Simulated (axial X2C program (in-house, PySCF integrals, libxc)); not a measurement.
**A two-component session on SnMo⁺: EOM-IP-CCSD levels**

Aim: EOM-IP-CCSD levels of SnMo⁺, with spin–orbit coupling in the Hamiltonian from the start.

The runs use an in-house X2C program for linear molecules on PySCF integrals; two-component X2C with atomic mean-field terms, Sn dyall-cv3z, Mo dyall-cv3z.

All values are calculated.

**1. Input**

Contents of task.json:

```json
{"zs": [50, 42], "q": 1, "bas": ["dyall-cv3z", "dyall-cv3z"], "r0": 2.78, "eom": "ip", "rq": 0, "thr": -1.0, "nmax": 95, "grid": [1, 0.96, 1.045, 0.92, 1.09, 1.15]}
```

Keys: zs atomic numbers; q charge; bas basis sets; r0 starting distance in Å; eom kind of EOM run; thr threshold in hartree for freezing inner shells (an s shell follows its p shell); nmax most natural virtual spinors; grid distances as factors.

Command:

```bash
$ python soeom.py task.json out
```

Q: Predict the outcome of this session. Wanted: next root led by one particle; T1 of the reference.

As calculated:

| quantity | value |
| --- | --- |
| lowest root at 2.855 Å | Ω = 3/2, 6.168 eV |
| next root led by one particle | Ω = 1/2, about 2470 cm⁻¹ higher |
| T1 of the reference | 0.128 |

**Reading.** Removing an electron from the reference determinant of SnMo costs 6.17 eV and empties a spinor of 84% Mo dπ, 8% Sn pπ, 6% Mo dδ. The closed-shell reference lies 2.71 eV above the lowest determinant found, so these energies count from an excited configuration. Errors of 0.1 to 0.3 eV are usual at this size, and roots led by higher excitations are left out, so the list is incomplete, and low states of that kind can be missing. T1 or the largest double amplitude of the reference is raised, which lowers the reliability.
